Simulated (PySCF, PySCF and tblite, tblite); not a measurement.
# C₄H₄O₅: conformers and averaged spectra

Which conformers does C₄H₄O₅ (`O=CO[C@@H]1OCC(=O)O1`) populate, and what do their averaged NMR parameters look like?

Programs: PySCF 2.14.0 with density-fitted response routines of our own, and tblite 0.8.0. All values are computed, except where a source is named. Atoms count from 0 throughout.

### 1 The starting structure

13 atoms, charge 0, multiplicity 1; geometry from: MMFF94s geometry.

Bonds of the start (Å): C1–H9 1.10, C1–O2 1.33, C3–H10 1.09, C3–O4 1.44, C3–O8 1.40, C5–C6 1.50, C5–H11 1.09, C5–H12 1.09, C6–O7 1.21, C6–O8 1.35, O0–C1 1.22, O2–C3 1.44, O4–C5 1.43.

### 2 GFN2-xTB relaxation, conformer 1

The job: settings as JSON, then the geometry in Å.

```
{"job": {"xc": "GFN2-xTB", "basis": "xTB", "kind": "relax"}, "charge": 0, "multiplicity": 1}
O      2.722300     0.527000     1.066600
C      2.444500    -0.285800     0.195100
O      1.320900    -0.380500    -0.513600
C      0.329400     0.603700    -0.178900
O     -0.521600     0.092000     0.861900
C     -1.629700    -0.478200     0.162600
C     -1.614500     0.221300    -1.163700
O     -2.497600     0.184600    -1.991600
O     -0.447600     0.892100    -1.312200
H      3.131000    -1.092500    -0.108300
H      0.776400     1.533500     0.170700
H     -2.545000    -0.266900     0.719600
H     -1.472900    -1.549800     0.047200
```

The run is started by

```
OMP_NUM_THREADS=1 python ens_run.py task.json out
```

The driver reads the study from task.json and runs its stages one after another.

Log:

```text
step      E/eV     max force
  0    -841.85482    2.720
  1    -841.90325    3.786
  2    -842.04588    0.554
  3    -842.05607    0.287
  4    -842.06473    0.474
  5    -842.06975    0.197
  6    -842.07248    0.152
  7    -842.07428    0.088
  8    -842.07540    0.107
  9    -842.07650    0.099
 10    -842.07711    0.069
 11    -842.07774    0.066
 12    -842.07852    0.094
 13    -842.07953    0.116
 14    -842.08069    0.105
 15    -842.08207    0.120
 16    -842.08386    0.152
 17    -842.08600    0.209
 18    -842.08811    0.188
 19    -842.08977    0.111
 20    -842.09096    0.104
 21    -842.09197    0.087
 22    -842.09286    0.086
 23    -842.09355    0.077
 24    -842.09405    0.053
 25    -842.09442    0.044
 26    -842.09469    0.050
 27    -842.09495    0.065
 28    -842.09525    0.062
 29    -842.09558    0.043
 30    -842.09590    0.049
 31    -842.09616    0.055
 32    -842.09639    0.050
 33    -842.09665    0.043
 34    -842.09698    0.047
 35    -842.09748    0.075
 36    -842.09826    0.109
 37    -842.09944    0.130
 38    -842.10094    0.149
 39    -842.10248    0.219
 40    -842.10272    0.238
 41    -842.10395    0.228
 42    -842.10454    0.090
 43    -842.10518    0.057
 44    -842.10644    0.155
 45    -842.10710    0.060
 46    -842.10764    0.094
 47    -842.10834    0.074
 48    -842.10907    0.053
 49    -842.10973    0.100
 50    -842.10987    0.038
 51    -842.10987    0.038
 52    -842.10993    0.034
 53    -842.10999    0.043
 54    -842.11004    0.033
 55    -842.11011    0.022
 56    -842.11014    0.027
 57    -842.11020    0.032
 58    -842.11026    0.025
 59    -842.11031    0.018
 60    -842.11035    0.023
 61    -842.11040    0.024
 62    -842.11044    0.018
 63    -842.11046    0.013
 64    -842.11047    0.012
 65    -842.11049    0.017
 66    -842.11053    0.023
 67    -842.11057    0.024
 68    -842.11062    0.020
 69    -842.11065    0.020
 70    -842.11068    0.015
 71    -842.11071    0.016
 72    -842.11074    0.014
 73    -842.11075    0.013
 74    -842.11076    0.011
 75    -842.11078    0.009
 76    -842.11078    0.008
 77    -842.11079    0.006
 78    -842.11079    0.004
 79    -842.11080    0.005
 80    -842.11080    0.006
 81    -842.11080    0.007
 82    -842.11081    0.007
 83    -842.11081    0.006
 84    -842.11082    0.004
 85    -842.11082    0.002
```

Run time: 0.66 s. Hardware: 1 thread of Arm Neoverse N1, shared host.

The energy fell by 0.256 eV, and the atoms moved 0.28 Å (root mean square).

### 3 Shieldings, conformer 1: PBE0/pcSseg-1

The job: settings as JSON, then the geometry in Å.

```
{"job": {"xc": "PBE0", "basis": "pcSseg-1", "kind": "nmr", "pop": true}, "charge": 0, "multiplicity": 1}
O      2.958408     0.791652     0.493992
C      2.508633    -0.221927     0.066741
O      1.221504    -0.478990    -0.186622
C      0.269046     0.549875     0.067734
O     -0.693623     0.100208     0.937061
C     -1.726197    -0.468186     0.150888
C     -1.528466     0.185170    -1.213927
O     -2.229603     0.157334    -2.168898
O     -0.351208     0.856696    -1.140981
H      3.088525    -1.121561    -0.188367
H      0.791139     1.425170     0.477134
H     -2.690941    -0.218535     0.593790
H     -1.621606    -1.556420     0.066702
```

Log:

```text
coarse grid: 12256 points
cycle   1  E = -529.9064569150  dE =  2.128e+00  |g| = 1.336e+00  |ddm| = 3.347e+00
cycle   2  E = -529.0699858219  dE =  8.365e-01  |g| = 2.506e+00  |ddm| = 2.227e+00
cycle   3  E = -530.2007204710  dE = -1.131e+00  |g| = 4.074e-01  |ddm| = 1.680e+00
cycle   4  E = -530.2290741124  dE = -2.835e-02  |g| = 1.135e-01  |ddm| = 2.947e-01
cycle   5  E = -530.2311244244  dE = -2.050e-03  |g| = 2.349e-02  |ddm| = 6.275e-02
cycle   6  E = -530.2312129804  dE = -8.856e-05  |g| = 1.106e-02  |ddm| = 1.931e-02
cycle   7  E = -530.2312333205  dE = -2.034e-05  |g| = 3.457e-03  |ddm| = 7.521e-03
cycle   8  E = -530.2312353729  dE = -2.052e-06  |g| = 1.080e-03  |ddm| = 2.533e-03
final grid: 122360 points
cycle   9  E = -530.3378280815  dE = -9.839e-06  |g| = 1.846e-02  |ddm| = 2.400e-02
cycle  10  E = -530.3377393992  dE =  8.868e-05  |g| = 2.913e-02  |ddm| = 2.373e-02
cycle  11  E = -530.3378826338  dE = -1.432e-04  |g| = 3.511e-03  |ddm| = 1.566e-02
cycle  12  E = -530.3378848051  dE = -2.171e-06  |g| = 2.911e-04  |ddm| = 2.023e-03
cycle  13  E = -530.3378848174  dE = -1.232e-08  |g| = 1.498e-04  |ddm| = 2.595e-04
cycle  14  E = -530.3378848215  dE = -4.110e-09  |g| = 3.195e-05  |ddm| = 9.554e-05
cycle  15  E = -530.3378848217  dE = -1.402e-10  |g| = 1.461e-05  |ddm| = 3.102e-05
converged SCF energy = -530.3378848217

GIAO shielding tensors (ppm)
atom      isotropic    diamagn.    paramagn.     s11        s22        s33       span
  0 O     -101.103     400.887    -501.989   -390.126   -225.295    312.113    702.239
  1 C       24.040     244.824    -220.785    -83.277     74.363     81.033    164.310
  2 O       65.655     404.291    -338.636   -105.515    121.700    180.778    286.293
  3 C       76.516     243.321    -166.805     49.513     77.020    103.014     53.502
  4 O      245.854     397.062    -151.208    179.091    226.935    331.537    152.446
  5 C      121.924     249.895    -127.971    102.116    106.502    157.155     55.039
  6 C       12.773     249.926    -237.152    -85.848     46.456     77.713    163.561
  7 O      -97.306     395.138    -492.444   -410.381   -222.316    340.779    751.160
  8 O       76.226     400.705    -324.480   -101.779    119.775    210.681    312.460
  9 H       23.632      25.830      -2.198     19.072     23.999     27.825      8.753
 10 H       23.677      30.732      -7.055     19.663     23.225     28.142      8.479
 11 H       27.367      27.446      -0.079     23.576     25.968     32.556      8.980
 12 H       27.267      28.967      -1.700     23.484     26.072     32.245      8.762
```

Wall time 38 s (1 thread of Arm Neoverse N1, shared host); peak memory 0.93 GiB.

This run: HOMO -8.74 eV, LUMO -0.54 eV; dipole 2.61 D.

### 4 Couplings, conformer 1: B3LYP/6-31G*+pcJ-1

The job, as its differences from that of step 3:

```diff
@@ -1,2 +1,2 @@
-{"job": {"xc": "PBE0", "basis": "pcSseg-1", "kind": "nmr", "pop": true}, "charge": 0, "multiplicity": 1}
+{"job": {"xc": "B3LYP", "basis": {"default": "6-31G*", "H": "pcJ-1"}, "nuclei": ["H", "F", "P", "Si", "B"], "kind": "j"}, "charge": 0, "multiplicity": 1}
 O      2.958408     0.791652     0.493992
```

Log:

```text
coarse grid: 12256 points
cycle   1  E = -530.6381862646  dE =  2.127e+00  |g| = 1.418e+00  |ddm| = 3.807e+00
cycle   2  E = -529.4903568489  dE =  1.148e+00  |g| = 2.805e+00  |ddm| = 2.930e+00
cycle   3  E = -530.9705044494  dE = -1.480e+00  |g| = 4.925e-01  |ddm| = 2.263e+00
cycle   4  E = -531.0148549350  dE = -4.435e-02  |g| = 1.371e-01  |ddm| = 4.413e-01
cycle   5  E = -531.0180435269  dE = -3.189e-03  |g| = 3.367e-02  |ddm| = 9.852e-02
cycle   6  E = -531.0182476969  dE = -2.042e-04  |g| = 1.483e-02  |ddm| = 3.240e-02
cycle   7  E = -531.0182848827  dE = -3.719e-05  |g| = 5.309e-03  |ddm| = 1.269e-02
cycle   8  E = -531.0182900044  dE = -5.122e-06  |g| = 1.533e-03  |ddm| = 4.304e-03
final grid: 122360 points
cycle   9  E = -530.9413320413  dE = -2.482e-05  |g| = 6.329e-03  |ddm| = 2.117e-02
cycle  10  E = -530.9413163273  dE =  1.571e-05  |g| = 1.110e-02  |ddm| = 1.168e-02
cycle  11  E = -530.9413398542  dE = -2.353e-05  |g| = 1.739e-03  |ddm| = 7.864e-03
cycle  12  E = -530.9413404215  dE = -5.673e-07  |g| = 3.890e-04  |ddm| = 1.383e-03
cycle  13  E = -530.9413404486  dE = -2.708e-08  |g| = 1.017e-04  |ddm| = 3.543e-04
cycle  14  E = -530.9413404505  dE = -1.877e-09  |g| = 3.531e-05  |ddm| = 8.769e-05
cycle  15  E = -530.9413404507  dE = -2.200e-10  |g| = 1.039e-05  |ddm| = 2.879e-05
converged SCF energy = -530.9413404507

Indirect spin-spin couplings (Hz)
  i      j    bonds     total        FC       PSO       DSO        SD
  9 H   10 H    4     -1.776    -1.011     1.301    -2.066         -
  9 H   11 H    6     -0.292     0.086     0.848    -1.226         -
 10 H   11 H    4     -1.367    -0.828     1.208    -1.746         -
 10 H   12 H    4     -0.334     0.395     1.557    -2.287         -
 11 H   12 H    2    -15.738   -15.416     1.722    -2.045         -
```

It took 30 s on 1 thread of Arm Neoverse N1, shared host; peak memory 0.8 GiB.

This run: HOMO -8.09 eV, LUMO -0.48 eV; dipole 2.42 D.

### 5 Boltzmann average: properties at PBE0/pcSseg-1

The job: settings as JSON, then the geometry in Å.

```
{"job": {"study": "conf", "smiles": "O=CO[C@@H]1OCC(=O)O1", "search": {"seed": 2370, "n_embed": 150, "ff_keep": 22, "window": 3.0, "nmax": 10, "temps": [150, 200, 250, 298.15, 400], "t_ref": 298.15, "order": 0.001}, "level": {"nmr": {"xc": "PBE0", "basis": "pcSseg-1"}, "j": {"xc": "B3LYP", "basis": {"default": "6-31G*", "H": "pcJ-1"}, "nuclei": ["H", "F", "P", "Si", "B"]}}, "kind": "conf"}, "charge": 0, "multiplicity": 1}
O      2.958408     0.791652     0.493992
C      2.508633    -0.221927     0.066741
O      1.221504    -0.478990    -0.186622
C      0.269046     0.549875     0.067734
O     -0.693623     0.100208     0.937061
C     -1.726197    -0.468186     0.150888
C     -1.528466     0.185170    -1.213927
O     -2.229603     0.157334    -2.168898
O     -0.351208     0.856696    -1.140981
H      3.088525    -1.121561    -0.188367
H      0.791139     1.425170     0.477134
H     -2.690941    -0.218535     0.593790
H     -1.621606    -1.556420     0.066702
```

Log:

```text
conformer  sym    E(xTB)   E(DFT)   G(298.15 K)  weight  dipole/D
    1     C1      0.000    0.000    0.000   1.0000    2.609

mean shielding (ppm) by class
class atoms           150 K      200 K      250 K   298.15 K      400 K
  0 O  0           -101.103   -101.103   -101.103   -101.103   -101.103
  1 C  1              24.04      24.04      24.04      24.04      24.04
  2 O  2             65.655     65.655     65.655     65.655     65.655
  3 C  3             76.516     76.516     76.516     76.516     76.516
  4 O  4            245.854    245.854    245.854    245.854    245.854
  5 C  5            121.924    121.924    121.924    121.924    121.924
  6 C  6             12.773     12.773     12.773     12.773     12.773
  7 O  7            -97.306    -97.306    -97.306    -97.306    -97.306
  8 O  8             76.226     76.226     76.226     76.226     76.226
  9 H  9             23.632     23.632     23.632     23.632     23.632
 10 H  10            23.677     23.677     23.677     23.677     23.677
 11 H  11            27.367     27.367     27.367     27.367     27.367
 12 H  12            27.267     27.267     27.267     27.267     27.267
```

It took 72 s on 1 thread of Arm Neoverse N1, shared host. This counts the runs that the step sums up.

The search (ETKDG, MMFF94s, GFN2-xTB) embedded 150 structures, kept 4 distinct ones after the force field and 1 after xTB; 1 was carried on (window 3.0 kcal/mol at the search's own energies). Energies: PBE0/pcSseg-1 with D3(BJ).

The conformers at 298 K:

```csv
no.,group,mirror pair,ΔE xTB,ΔE DFT,ΔG,weight (%),μ (D),O0–C1–O2–C3 (°),C1–O2–C3–O4 (°),"A, B, C (GHz)"
1,C1,no,0.00,0.00,0.00,100.0,2.61,0,-123,"4.42, 1.04, 0.94"
```

Energies in kcal/mol. ΔG holds xTB vibrations and rotation, symmetry numbers and mirror pairs.

Shifts against references run at the same level ($^{1}$H TMS 31.72, $^{13}$C TMS 186.9, $^{17}$O H2O 336.1 ppm of shielding), by class of atoms, at 298 K:

```csv
atoms,environment,average
C6,ester carbonyl carbon,174.2
C1,ester carbonyl carbon,162.9
C3,sp3 carbon bearing three oxygens,110.4
C5,"sp3 CH2 bonded to O, α to a carbonyl",65.0
H9,hydrogen on an ester carbonyl carbon,8.08
H10,hydrogen on an sp3 carbon bearing three oxygens,8.04
H12,"hydrogen on an sp3 CH2 bonded to O, α to a carbonyl",4.45
H11,"hydrogen on an sp3 CH2 bonded to O, α to a carbonyl",4.35
O0,ester carbonyl oxygen,437.2
O7,ester carbonyl oxygen,433.4
O2,ester alkoxy oxygen,270.4
O8,ester alkoxy oxygen,259.9
O4,ether oxygen,90.2
```

Couplings (Hz, B3LYP/6-31G*+pcJ-1; one pair named for each class), from conformers that hold 100 % of the weight:

```csv
pair,bonds,average
H11–H12,2,-15.7
H9–H10,4,-1.8
H10–H11,4,-1.4
```

Effective distances for nuclear Overhauser effects, ⟨r⁻⁶⟩^(−1/6) over all pairs of two classes (Å): H11···H12 1.79; H9···H10 3.49; H10···H11 3.85; H10···H12 3.86.

### 6 What came out

```
                                quantity                                                 value
                              conformers  1; the first in weight is no. 1 (C1), 100 % at 298 K
                 root-mean-square dipole                                                2.61 D
averaged $^{13}$C shifts (PBE0/pcSseg-1)                         174.2, 162.9, 110.4, 65.0 ppm
 averaged $^{1}$H shifts (PBE0/pcSseg-1)                            8.08, 8.04, 4.45, 4.35 ppm
```

**Reading.** The search found one conformer in the window, so the averages are its own values.
